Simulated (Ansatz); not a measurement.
# As2F3: the cost of one run

Method: DFT PBE, scalar-relativistic, plane waves, PAW, in Ansatz 0.2.0.

## (1) The system as given

The structure is trigonal, space group P-3m1 (No. 164). Conventional cell: a = 3.763 Å, b = 3.763 Å, c = 5.855 Å, α = 90.00°, β = 90.00°, γ = 120.00°. Around As (site symmetry 3m) lie 7 F at 2.27 to 2.60 Å. F (site symmetry -3m) is surrounded by 6 As at 2.60 Å. Around F (site symmetry 3m) lie 4 As at 2.27 to 2.34 Å.

As a file:

```
CELL_PARAMETERS angstrom
3.76310 0.00000 0.00000
-1.88155 3.25894 0.00000
0.00000 0.00000 5.85477
ATOMIC_POSITIONS crystal
As 0.33333 0.66667 0.24500
As 0.66667 0.33333 0.75500
F 0.00000 0.00000 0.00000
F 0.33333 0.66667 0.64500
F 0.66667 0.33333 0.35500
```

This is candidate A: A-type sesquioxide type (P-3m1, No. 164).

(A quick probe on a coarse mesh, which set the mesh and smearing, is not shown.)

## (3) Coarse relaxation (candidate A)

The input, input.yaml:

```yaml
crystal:
  lattice:
    - [3.7630973374, 0.0, 0.0]
    - [-1.8815486687, 3.2589378911, 0.0]
    - [0.0, 0.0, 5.8547681925]
  atoms:
    - { symbol: As, position: [0.3333333333, 0.6666666667, 0.245] }
    - { symbol: As, position: [0.6666666667, 0.3333333333, 0.755] }
    - { symbol: F, position: [0.0, 0.0, 0.0] }
    - { symbol: F, position: [0.3333333333, 0.6666666667, 0.645] }
    - { symbol: F, position: [0.6666666667, 0.3333333333, 0.355] }
basis:
  ecutwfc: 420
kpoints:
  mp_grid: { grid: [6, 6, 4] }
hamiltonian:
  xc: pbe
scf:
  occupations: { method: gaussian, width: 0.1 }
  lower_state_search: "off"
output:
  forces: true
  stress: true
  eigenvalues: true
relax:
  adjacent_minimum: "off"
  f_tol: 0.04
  max_steps: 70
  cell: { stress_tol: 0.4 }
```

Run with:

```bash
> ansatz run input.yaml --threads 1 --pin off --max-ram 2560MiB --backend cpu --events-out ev --progress --plain --runs-dir out
```

What time and memory should one allow on 1 thread of Arm Neoverse V1, shared host?

About 47 s, with a peak of 0.37 GiB.
